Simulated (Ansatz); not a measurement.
**GeNH₂+ (triplet): the correlation ladder, cc-pVTZ**

An exercise on one series of results from a longer session: the logs are not shown, and one member is left open.

The runs use Ansatz 0.2.0, Gaussian basis; cc-pVTZ, core rule «outside noble gas», up to 15 orbitals frozen.

To be run: UHF; CCSD(T) on ROHF; CCSD(T) on UHF; BCCD(T) on ROHF; CCSDT(Q) on ROHF; CCSDT(Q) on UHF; CASSCF and MRCISD+Q, 10 electrons in 10 orbitals; CASSCF and NEVPT2, 10 electrons in 10 orbitals.

4 further runs of the same task are left out: 4 set aside as unsound or not needed.

## The geometry

The geometry is a PBE0/def2-TZVP stationary point (not a proven minimum) of the parent state, kept for this charge and spin. No spin-orbit coupling is included. The filled d shell of Ge may be among the frozen orbitals whatever the setting's name suggests; the logs give the count.

4 atoms, charge 1, spin multiplicity 3.

Atoms are counted from 1 here; the program's logs count them from 0.

Bond lengths: Ge1–N2 1.816 Å, N2–H3 1.009 Å, N2–H4 1.009 Å. Angles: Ge1–N2–H3 124.1°, Ge1–N2–H4 124.1°, H3–N2–H4 111.9°.

Geometry (Å):

```xyz
4
charge 1, multiplicity 3
Ge    0.00000    0.00000    0.34110
N     0.00000    0.00000   -1.47530
H     0.00000    0.83610   -2.04060
H     0.00000   -0.83610   -2.04060
```

Set-up of the first run:

The input, in.yaml:

```yaml
crystal:
  periodic: [false, false, false]
  atoms:
    - {symbol: Ge, position_ang: [0.000000, 0.000000, 0.341103]}
    - {symbol: N, position_ang: [0.000000, 0.000000, -1.475302]}
    - {symbol: H, position_ang: [0.000000, 0.836103, -2.040604]}
    - {symbol: H, position_ang: [0.000000, -0.836103, -2.040604]}
basis:
  gaussian: {orbitals: cc-pVTZ}
total_charge: 1
magnetization: {spin_polarized: true, initial_magnetization: 2}
hamiltonian: {xc: hf}
output: {orbitals: {seedname: orbitals}}
```

Started as:

```bash
$ ansatz run in.yaml --threads 1 --pin off --events-out ev --progress --plain --max-ram 2816MiB --backend cpu
```

Among the steps run: UHF; CCSD(T) on ROHF; CCSD(T) on UHF; BCCD(T) on ROHF; CCSDT(Q) on ROHF; CCSDT(Q) on UHF; CASSCF and MRCISD+Q, 10 electrons in 10 orbitals; CASSCF and NEVPT2, 10 electrons in 10 orbitals.

One of the session's tables, all rows but one given; the rest of the session is left out.

It belongs to the step «Misses and costs». 

```
          method  from UCCSDT(Q) (meV)
            ROHF               +7528.7
             UHF               +7275.9
            RMP2               +1018.7
            UMP2               +1051.6
           RCCSD                +252.1
           UCCSD                +241.1
        RCCSD(T)                 +34.9
        UCCSD(T)                 +29.9
         BCCD(T)                 +34.9
          RCCSDT                 +13.5
          UCCSDT                  +7.6
       RCCSDT(Q)                  +5.9
       UCCSDT(Q)                     0
  CASSCF valence               +5098.7
  NEVPT2 valence               +1085.5
  MRCISD valence                +347.4
MRCISD+Q valence                     ?
```

Q: Estimate the row for MRCISD+Q valence from the others.

The run gave: from UCCSDT(Q) (meV): +52.0. In the column «from UCCSDT(Q) (meV)» it lies between BCCD(T) (+34.9) and UCCSD (+241.1).

Caveats from the session: Restricted and unrestricted rows rest on different reference determinants; where their highest levels disagree by more than a few hundredths of an eV, they describe different states and don't form one ladder.
